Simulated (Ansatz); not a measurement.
# SiBr4: one species, many methods

One table from this session's results is given with a row withheld; the runs are named, their logs left out.

Method: functionals in def2-TZVPP, the program's frozen cores in correlated methods; program: Ansatz 0.2.0, Gaussian basis.

Levels to be run: LDA (SPW92), PBE-D4, revPBE-D4, BLYP-D4, r2SCAN-D4, B97M-V, PBE0-D4, B3LYP-D4, r2SCANh-D4, r2SCAN0-D4, HSE06-D4, BHLYP-D4, CAM-B3LYP-D4, LC-ωPBE, ωB97X-V, ωB97M-V, B2PLYP, PBE-QIDH; CCSD(T)/def2-SVP; CCSD(T)/def2-TZVPP; MP2/def2-QZVPP; extrapolation to the limit; RPA on PBE.

2 further runs of the same task are left out: 2 that didn't finish.

### The geometry

The geometry comes from an earlier relaxation with PBE0-D4 in a triple-zeta def2 set; it is a stationary point.

SMILES `Br[Si](Br)(Br)Br`, 5 atoms, charge 0, spin multiplicity 1.

Atoms are counted from 1 here; the program's logs count them from 0.

Bond lengths: Br1–Si2 2.194 Å, Si2–Br3 2.194 Å, Si2–Br4 2.194 Å, Si2–Br5 2.194 Å. Angles: Br1–Si2–Br3 109.5°, Br1–Si2–Br4 109.5°, Br1–Si2–Br5 109.5°, Br3–Si2–Br4 109.5°, Br3–Si2–Br5 109.5°, Br4–Si2–Br5 109.5°.

Set-up of the first run:

in.yaml

```yaml
crystal:
  periodic: [false, false, false]
  atoms:
    - {symbol: Br, position_ang: [-1.190215, 0.095809, 1.824986]}
    - {symbol: Si, position_ang: [0.009974, -0.014739, -0.008279]}
    - {symbol: Br, position_ang: [1.848133, -1.145055, 0.388056]}
    - {symbol: Br, position_ang: [-1.144242, -1.022788, -1.578362]}
    - {symbol: Br, position_ang: [0.526250, 2.013073, -0.667801]}
basis:
  gaussian: {orbitals: def2-TZVPP}
hamiltonian: {xc: lda}
output: {orbitals: {seedname: orbitals}}
```

The run is started by

```bash
> ansatz run in.yaml --threads 2 --pin off --events-out ev --progress --plain --max-ram 32768MiB --backend cpu
```

Steps of the session up to this table: LDA; PBE-D4 (GGA); revPBE-D4 (GGA); BLYP-D4 (GGA); r2SCAN-D4 (meta-GGA); B97M-V (meta-GGA); B3LYP-D4 (hybrid); r2SCANh-D4 (hybrid); r2SCAN0-D4 (hybrid); HSE06-D4 (hybrid); BHLYP-D4 (hybrid); CAM-B3LYP-D4 (range-separated); LC-ωPBE (range-separated); ωB97X-V (range-separated); ωB97M-V (range-separated); B2PLYP (double hybrid); PBE-QIDH (double hybrid).

One table of the session follows, with a row left open; its other results are not shown here.

It belongs to the step «Orbital energies across the functionals». 

| functional | HOMO (eV) | LUMO (eV) | gap (eV) |
| --- | --- | --- | --- |
| LDA (SPW92) | -7.57 | -2.79 | 4.78 |
| PBE-D4 | -7.40 | -2.51 | 4.89 |
| revPBE-D4 | -7.34 | -2.40 | 4.94 |
| BLYP-D4 | -7.21 | -2.42 | 4.79 |
| r2SCAN-D4 | -7.76 | -2.25 | 5.51 |
| B97M-V | -7.82 | -2.13 | 5.69 |
| PBE0-D4 | ? | ? | ? |
| B3LYP-D4 | -8.41 | -1.89 | 6.51 |
| r2SCANh-D4 | -8.23 | -1.95 | 6.28 |
| r2SCAN0-D4 | -8.93 | -1.50 | 7.43 |
| HSE06-D4 | -8.30 | -2.02 | 6.28 |
| BHLYP-D4 | -9.80 | -0.68 | 9.13 |
| CAM-B3LYP-D4 | -9.99 | -0.61 | 9.38 |
| LC-ωPBE | -11.40 | 0.62 | 12.02 |
| ωB97X-V | -11.03 | 0.51 | 11.54 |
| ωB97M-V | -10.88 | 0.29 | 11.17 |

Q: Estimate the row for PBE0-D4 from the others.

**Answer.** HOMO (eV): -8.69; LUMO (eV): -1.64; gap (eV): 7.05. In the column «HOMO (eV)» it lies between r2SCAN0-D4 (-8.93) and B3LYP-D4 (-8.41).
